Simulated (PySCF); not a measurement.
# [AsSe2]-: singlet, from a PBE0 minimum start

The task is one start of a wider search on [AsSe2]-: the singlet, from a PBE0 minimum start. It is relaxed, tested by its Hessian and followed downhill if it is a saddle.

Computed with PySCF 2.14.0. Level: PBE0, basis As def2-SVPD, Se def2-SVPD, no relativity, density fitting.

## Step 1: The starting structure

3 atoms, charge -1, spin multiplicity 1.

Bond lengths: As1–Se2 2.250 Å, As1–Se3 2.250 Å. Angles: Se2–As1–Se3 113.6°.

```xyz
3
charge -1 multiplicity 1
As   -0.8392    0.0000    0.0000
Se    0.3934    1.8828    0.0000
Se    0.3934   -1.8828    0.0000
```

## Step 2: The SCF at the typed geometry

One driver script runs all steps and calls PySCF; scf.py shows how it sets up the SCF of each step. The optimiser is the driver's own. After this first run the driver tries any further starts and a stability analysis.

The input, scf.py:

```python
from pyscf import gto, scf, dft
mol = gto.M(atom='''
As    -0.839190     0.000000    -0.000000
Se     0.393370     1.882780    -0.000000
Se     0.393370    -1.882780     0.000000''',
    basis={'As': 'def2-SVPD', 'Se': 'def2-SVPD'},
    charge=-1, spin=0)
mf = dft.RKS(mol, xc='PBE0')
mf.grids.atom_grid = (50, 194)
aux = {'As': 'def2-universal-JKFIT', 'Se': 'def2-universal-JKFIT'}
mf = mf.density_fit(auxbasis=aux)
mf.conv_tol = 1e-08
mf.diis_space = 10
mf.max_cycle = 60
mf.init_guess = 'minao'
mf.verbose = 4
mf.kernel()
```

Command:

```
$ OMP_NUM_THREADS=4 python axn.py task.json out
```

Standard output:

```text
init E= -7035.00417363314
  HOMO = -0.254779965617724  LUMO = -0.165001568954117  gap/eV = 2.44299
cycle= 1 E= -7037.37413494176  delta_E= -2.37  |g|= 0.392  |ddm|= 2.55
  HOMO = -0.00126305831184359  LUMO = 0.0714124647580894  gap/eV = 1.97760
cycle= 2 E= -7037.28629898583  delta_E= 0.0878  |g|= 0.669  |ddm|= 1.57
  HOMO = -0.0419946648676053  LUMO = 0.0708954969156834  gap/eV = 3.07190
cycle= 3 E= -7037.423226072  delta_E= -0.137  |g|= 0.112  |ddm|= 0.904
  HOMO = -0.0599084297727155  LUMO = 0.0513251240354733  gap/eV = 3.02682
cycle= 4 E= -7037.42709623915  delta_E= -0.00387  |g|= 0.0328  |ddm|= 0.18
  HOMO = -0.0582618581602039  LUMO = 0.0540806941662018  gap/eV = 3.05700
cycle= 5 E= -7037.42744623884  delta_E= -0.00035  |g|= 0.00526  |ddm|= 0.046
  HOMO = -0.0593205173820645  LUMO = 0.053337343670727  gap/eV = 3.06558
cycle= 6 E= -7037.42745321647  delta_E= -6.98e-06  |g|= 0.0013  |ddm|= 0.00931
  HOMO = -0.0592438367396409  LUMO = 0.0534076071599254  gap/eV = 3.06540
cycle= 7 E= -7037.42745358991  delta_E= -3.73e-07  |g|= 0.000322  |ddm|= 0.0024
  HOMO = -0.059259511944987  LUMO = 0.0534091758485591  gap/eV = 3.06587
cycle= 8 E= -7037.42745363655  delta_E= -4.66e-08  |g|= 6.68e-05  |ddm|= 0.000721
  HOMO = -0.0592666854533179  LUMO = 0.0533984475447093  gap/eV = 3.06577
cycle= 9 E= -7037.42745363909  delta_E= -2.53e-09  |g|= 5.53e-06  |ddm|= 0.000174
  HOMO = -0.0592652698992198  LUMO = 0.0533996425544094  gap/eV = 3.06577
Extra cycle  E= -7037.42745363912  delta_E= -3.27e-11  |g|= 4.2e-06  |ddm|= 2.38e-05
converged SCF energy = -7037.42745363912
```

This step, with its further starts and checks, ran for 4.6 s (4 threads of Arm Neoverse V2, shared host).

The test of internal stability found no lower closed-shell solution.

## Step 3: Relaxation: PBE0 minimum start, singlet

The program finds C2v symmetry in the start, which this walk keeps. The walk stops when the largest gradient is under 0.0003 Eh/bohr and the energy has settled too.

Edit scf.py of step 2 so:

```diff
@@ -3,2 +3,2 @@
-As    -0.839190     0.000000    -0.000000
-Se     0.393370     1.882780    -0.000000
+As    -0.839190     0.000000     0.000000
+Se     0.393370     1.882780     0.000000
@@ -15 +14,0 @@
-mf.init_guess = 'minao'
```

Steps of the walk:

```csv
step,energy (Eh),change (kJ/mol),largest symmetric gradient (Eh/bohr)
0,-7037.427454,0.00,0.00021
```

The walk took 1.7 s.

It settles in C2v symmetry, 0.0 kJ/mol below the start, after 0 steps: As–Se 2.250 Å (×2); Se–As–Se 113.6°.

## Step 4: Is it a minimum? Harmonic modes

The point is checked on the finer grid, and tightened if its gradient asks for it. The Hessian and the dipole derivatives come from central differences of analytic gradients, with steps of 0.02 bohr.

Edit scf.py of step 3 so:

```diff
@@ -3,3 +3,3 @@
-As    -0.839190     0.000000     0.000000
-Se     0.393370     1.882780     0.000000
-Se     0.393370    -1.882780     0.000000''',
+As    -0.838421     0.000000     0.000000
+Se     0.392985     1.883349     0.000000
+Se     0.392985    -1.883349     0.000000''',
@@ -9 +9 @@
-mf.grids.atom_grid = (50, 194)
+mf.grids.atom_grid = (75, 302)
@@ -12 +12 @@
-mf.conv_tol = 1e-08
+mf.conv_tol = 1e-10
```

The driver hands on the density of the step before, so the log starts near convergence.

SCF at the final geometry:

```text
init E= -7037.42739471482
  HOMO = -0.0592218301487129  LUMO = 0.0534241030148963  gap/eV = 3.06525
cycle= 1 E= -7037.42739471481  delta_E= 1.82e-12  |g|= 9.6e-07  |ddm|= 1.92e-06
  HOMO = -0.0592217600062942  LUMO = 0.0534240619587951  gap/eV = 3.06525
Extra cycle  E= -7037.42739471483  delta_E= -1.55e-11  |g|= 1.89e-06  |ddm|= 3.39e-06
converged SCF energy = -7037.42739471483
```

The whole step took 25 s.

Geometry: C2v; As–Se 2.250 Å (×2); Se–As–Se 113.6°.

Harmonic modes (main isotopes):

| symmetry | ω (cm⁻¹) | IR (km/mol) |
| --- | --- | --- |
| a1 | 119 | 0.1 |
| a1 | 323 | 3.0 |
| b2 | 350 | 108 |

Every mode is real; the point is a minimum.

Properties at this point:

| Item | Value |
| --- | --- |
| Dipole moment about the centre of mass | 1.21 D |
| Highest occupied level | -1.61 eV |
| Lowest empty level | 1.45 eV |
| Rotational constants | 0.2179, 0.02974, 0.02617 cm⁻¹ |
| Zero-point energy | 4.7 kJ/mol |
| Principal polarisabilities | 81.3, 102.2, 186.8 bohr³ |
| Principal traceless quadrupole moments about the centre of mass | -17.80, 6.06, 11.74 D Å |
| Entropy at 298.15 K and 1 bar | 314.4 J/(mol K) |
| Heat capacity Cp at 298.15 K | 54.8 J/(mol K) |
| Enthalpy at 298.15 K above 0 K | 13.73 kJ/mol |
| Rotational symmetry number | 2 |

Populations by atom (charges in e):

```csv
atom,Mulliken,Löwdin,polar tensor,Mayer order to As1
As1,0.12,-0.15,0.62,–
"Se2,3",-0.56,-0.42,-0.81,1.68
```

Mulliken populations on As1: s 7.81, p 14.80, d 10.27.

## Step 5: Would spin polarisation lower it?

At the lowest minimum the closed shell is tested against spin polarisation, on the (50, 194) grid. It is stable.

## Step 6: What came out

```
                            quantity                                value
                             minimum                         singlet, C2v
                            geometry  As–Se 2.250 Å (×2); Se–As–Se 113.6°
                  wavenumbers (cm⁻¹)         119 (a1), 323 (a1), 350 (b2)
      dipole moment (centre of mass)                               1.21 D
highest occupied, lowest empty level                       -1.61, 1.45 eV
          polar-tensor charge of As1                              +0.62 e
                   zero-point energy                           4.7 kJ/mol
                 entropy at 298.15 K                      314.4 J/(mol K)
```

What this shows: The molecule stays C2v, as typed, and the end point is a minimum. The strongest infrared band lies at 350 cm⁻¹ (b2). Other starts or spin states, not run here, may lie lower.

The search up to here ran for 34 s (4 threads of Arm Neoverse V2, shared host).
